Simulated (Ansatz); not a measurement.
Predict the output of the script below (Ansatz 0.2.0 through its Python package).

`cas_hzn.py`
```python
'''Active-space calculation on HZn(-).'''

import ansatz as az

GEOMETRY = '''
Zn    0.00000    0.00000    0.00000
H     0.00000    0.00000    1.61000
'''

hzn = az.Crystal.molecule()
for line in GEOMETRY.strip().splitlines():
    symbol, *xyz = line.split()
    hzn = hzn.atom(symbol, [float(v) for v in xyz])

calc = hzn.calculation()
calc = calc.basis(gaussian='def2-SVP')
calc = calc.charge(-1)
calc = calc.correlation(active_electrons=6, active_orbitals=6)
for method in ['sc_nevpt2']:
    summary = (calc if method is None else calc.correlation(method)).run(threads=1, backend='cpu').report
    space = summary['configurations']
    state = space['states'][0]
    print(method or 'casscf', f'total {summary["free_energy_ev"] / 27.211386246:.6f} Ha, active-space state {state["energy"]["hartree"]:.6f} Ha, mean field {summary["reference_energy_ev"] / 27.211386246:.6f} Ha')
    print('  determinants', state['n_determinants'], ' natural occupations', [round(n, 3) for n in space['natural_occupations']])
```

```console
$ python cas_hzn.py
RunWarning: the results are in doubt because another end's mean lies 0.913 eV lower, and its corrected mean 0.719 eV higher
sc_nevpt2 total -1778.431025 Ha, active-space state -1778.076572 Ha, mean field -1778.054646 Ha
  determinants 208  natural occupations [1.999, 1.997, 1.931, 0.027, 0.027, 0.02]
```
(Warnings from the package without file and line.)

Total energies depend on the basis set; only differences at equal settings carry meaning. The geometry is a force-field or estimated start, not a minimum of this method, and the basis set is short of its limit. The active space starts as a window about the frontier orbitals and is then optimised, not chosen by chemistry. A lower CASSCF solution was found and passed over, so the printed active-space state isn't the lowest. Anions want diffuse functions, which this basis lacks. Finished in 4.7 s on 1 thread of Arm Neoverse V1, with other jobs on the host, peak memory 0.14 GiB.

(Lines on the test bed's own set-up are left out of the output.)
